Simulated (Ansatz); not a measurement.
# CH₃BF₂S: one species, many methods

One table from this session's results is given with a row withheld; the runs are named, their logs left out.

The runs use Ansatz 0.2.0, Gaussian basis; functionals in def2-TZVPP, the program's frozen cores in correlated methods.

The runs, in order: LDA (SPW92), PBE-D4, revPBE-D4, BLYP-D4, r2SCAN-D4, B97M-V, PBE0-D4, B3LYP-D4, r2SCANh-D4, r2SCAN0-D4, HSE06-D4, BHLYP-D4, CAM-B3LYP-D4, LC-ωPBE, ωB97X-V, ωB97M-V, B2PLYP, PBE-QIDH; CCSD(T)/def2-SVP; CCSD(T)/def2-TZVPP; CCSD(T)/def2-QZVPP; extrapolation to the limit; RPA on PBE.

## The geometry

The geometry comes from an earlier relaxation with PBE0-D4 in a triple-zeta def2 set; it is a stationary point, not always the lowest conformer.

SMILES `CSB(F)F`, 8 atoms, charge 0, spin multiplicity 1.

Atoms are counted from 1 here; the program's logs count them from 0.

Bond lengths: C1–S2 1.812 Å, C1–H6 1.088 Å, C1–H7 1.089 Å, C1–H8 1.088 Å, S2–B3 1.791 Å, B3–F4 1.320 Å, B3–F5 1.323 Å. Angles: S2–C1–H6 110.8°, S2–C1–H7 106.5°, S2–C1–H8 110.8°, H6–C1–H7 109.3°, H6–C1–H8 110.0°, H7–C1–H8 109.3°, C1–S2–B3 101.2°, S2–B3–F4 119.6°, S2–B3–F5 122.5°, F4–B3–F5 117.9°.

Coordinates:

```mol
CH3BF2S
  3D, bonds by distance, orders not assigned

  8  7  0  0  0  0  0  0  0  0999 V2000
   -0.8033    0.1369    0.9219 C   0  0
    0.7193   -0.7796    0.5699 S   0  0
    1.0681   -0.2453   -1.1035 B   0  0
    2.1338   -0.7118   -1.7277 F   0  0
    0.2954    0.6096   -1.7532 F   0  0
   -0.6375    1.2090    0.8403 H   0  0
   -1.0807   -0.1073    1.9461 H   0  0
   -1.6030   -0.1686    0.2505 H   0  0
  1  2  8  0
  2  3  8  0
  3  4  8  0
  3  5  8  0
  1  6  8  0
  1  7  8  0
  1  8  8  0
M  END
```

Set-up of the first run:

File in.yaml:

```yaml
crystal:
  periodic: [false, false, false]
  atoms:
    - {symbol: C, position_ang: [-0.803302, 0.136920, 0.921919]}
    - {symbol: S, position_ang: [0.719295, -0.779625, 0.569872]}
    - {symbol: B, position_ang: [1.068102, -0.245305, -1.103534]}
    - {symbol: F, position_ang: [2.133848, -0.711848, -1.727676]}
    - {symbol: F, position_ang: [0.295401, 0.609586, -1.753226]}
    - {symbol: H, position_ang: [-0.637525, 1.208964, 0.840252]}
    - {symbol: H, position_ang: [-1.080657, -0.107343, 1.946108]}
    - {symbol: H, position_ang: [-1.602963, -0.168649, 0.250486]}
basis:
  gaussian: {orbitals: def2-TZVPP}
hamiltonian: {xc: lda}
output: {orbitals: {seedname: orbitals}}
```

The run is started by

```console
$ ansatz run in.yaml --threads 2 --pin off --events-out ev --progress --plain --max-ram 22528MiB --backend cpu
```

Among the steps run: LDA; PBE-D4 (GGA); revPBE-D4 (GGA); BLYP-D4 (GGA); r2SCAN-D4 (meta-GGA); B97M-V (meta-GGA); PBE0-D4 (hybrid); B3LYP-D4 (hybrid); r2SCANh-D4 (hybrid); r2SCAN0-D4 (hybrid); HSE06-D4 (hybrid); BHLYP-D4 (hybrid); CAM-B3LYP-D4 (range-separated); LC-ωPBE (range-separated); ωB97X-V (range-separated); ωB97M-V (range-separated); B2PLYP (double hybrid); PBE-QIDH (double hybrid).

One of the session's tables, all rows but one given; the rest of the session is left out.

It belongs to the step «Frontier levels by functional». 

```
  functional  HOMO (eV)  gap (eV)
 LDA (SPW92)      -6.63      5.57
      PBE-D4      -6.49      5.73
   revPBE-D4      -6.43      5.80
     BLYP-D4      -6.34      5.70
   r2SCAN-D4          ?         ?
      B97M-V      -6.84      6.51
     PBE0-D4      -7.74      7.96
    B3LYP-D4      -7.50      7.48
  r2SCANh-D4      -7.22      7.19
  r2SCAN0-D4      -7.91      8.38
    HSE06-D4      -7.33      7.18
    BHLYP-D4      -8.84      9.96
CAM-B3LYP-D4      -9.07     10.33
     LC-ωPBE     -10.45     12.99
     ωB97X-V     -10.08     12.44
     ωB97M-V      -9.91     11.87
```

Estimate the missing values for r2SCAN-D4.

Worked estimate for «HOMO (eV)». Against the share of exact exchange, r2SCANh-D4 (0.1, -7.22), r2SCAN0-D4 (0.25, -7.91) give a slope of -4.60 per unit share; at 0 the line stands at -6.76.

As computed: HOMO (eV): -6.76; gap (eV): 6.39. In «HOMO (eV)» the line misses by 0.00.
